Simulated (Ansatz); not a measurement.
# Si2H3Cl4 radical: search for a transition state

Is there a first-order saddle for this halogen abstraction, which should form Cl1–Si3 and break Cl1–Si2, and which two structures does it connect?

Program: Ansatz 0.2.0, Gaussian basis. Level of theory: PBE0-D4, def2-SVP first, then def2-TZVP. These are calculated values, not measurements.

171 further runs of the same task are left out: 171 set aside as unsound or not needed.

### Step 1. The starting structure

The guess: 9 atoms, charge 0, spin multiplicity 2.

Atoms are counted from 1 here; the program's logs count them from 0.

Bond lengths: Cl1–Si3 2.149 Å, Si2–H7 1.447 Å, Si2–H8 1.446 Å, Si2–H9 1.446 Å, Si3–Cl4 2.052 Å, Si3–Cl5 2.027 Å, Si3–Cl6 2.028 Å. Angles: H7–Si2–H8 118.1°, H7–Si2–H9 118.2°, H8–Si2–H9 118.2°, Cl1–Si3–Cl4 131.7°, Cl1–Si3–Cl5 101.4°, Cl1–Si3–Cl6 101.3°, Cl4–Si3–Cl5 105.9°, Cl4–Si3–Cl6 105.8°, Cl5–Si3–Cl6 109.7°.

Coordinates:

```xyz
9
Cl4H3Si2
Cl    0.3679    0.1793    0.3118
Si    1.1634   -2.1935   -0.5857
Si   -0.8756    1.9097    0.5887
Cl   -0.6264    3.6014    1.7238
Cl   -1.0998    2.5520   -1.3212
Cl   -2.6013    1.0609    1.2318
H    -0.0962   -2.8951   -0.4668
H     1.5944   -1.7887   -1.9053
H     2.1735   -2.4258    0.4227
```

Distances that are to change: Cl1–Si3 2.15 Å, Cl1–Si2 2.66 Å.

### Step 2. Relaxing the guess with the reacting distances held

File hold/in.yaml:

```yaml
crystal:
  periodic: [false, false, false]
  atoms:
    - {symbol: Cl, position_ang: [0.367900, 0.179300, 0.311800]}
    - {symbol: Si, position_ang: [1.163400, -2.193500, -0.585700]}
    - {symbol: Si, position_ang: [-0.875600, 1.909700, 0.588700]}
    - {symbol: Cl, position_ang: [-0.626400, 3.601400, 1.723800]}
    - {symbol: Cl, position_ang: [-1.099800, 2.552000, -1.321200]}
    - {symbol: Cl, position_ang: [-2.601300, 1.060900, 1.231800]}
    - {symbol: H, position_ang: [-0.096200, -2.895100, -0.466800]}
    - {symbol: H, position_ang: [1.594400, -1.788700, -1.905300]}
    - {symbol: H, position_ang: [2.173500, -2.425800, 0.422700]}
basis:
  gaussian: {orbitals: def2-SVP}
magnetization: {spin_polarized: true, initial_magnetization: 1}
hamiltonian: {xc: pbe0, dispersion: d4}
relax: {f_tol: 0.04, max_steps: 150, escape_saddle: false, constraints: [{distance: [0, 2]}, {distance: [0, 1]}]}
```

Run with:

```bash
> ansatz run in.yaml --threads 4 --pin off --events-out ev --progress --plain --max-ram 66560MiB --backend cpu
```

The runs that follow: A starting Hessian; Saddle search in the small basis; Saddle search in triple zeta; Checking the order of the point; Relaxing after a step of 0.30 Å one way along the mode; Relaxing after a step of 0.30 Å the other way along the mode.

Before running it: what results should come out? Wanted: imaginary mode; barrier from the start side; barrier from the end side; energy of the step; pairs that change; zero-point energy at the saddle.

The runs gave:

```
                       quantity                                       value
                 imaginary mode                                  1269i cm⁻¹
    barrier from the start side                                 42.7 kJ/mol
      barrier from the end side                                203.5 kJ/mol
             energy of the step                               -160.7 kJ/mol
              pairs that change  Si2–H7 formed, Si2–H9 formed, H7–H9 broken
zero-point energy at the saddle                                    0.668 eV
```

**Reading.** One imaginary mode, 1269i cm⁻¹, makes this a first-order saddle. The two relaxations don't end on the planned structures: the search found another step. At PBE0-D4/def2-TZVP the electronic barrier is 42.7 kJ/mol, about 17 kT at 298 K, and the step runs 160.7 kJ/mol downhill. The barrier is thin enough for tunnelling; the leading (Wigner) term alone is a factor of 2.6 at 298 K. The ends are the nearest minima, not always the lowest complexes.
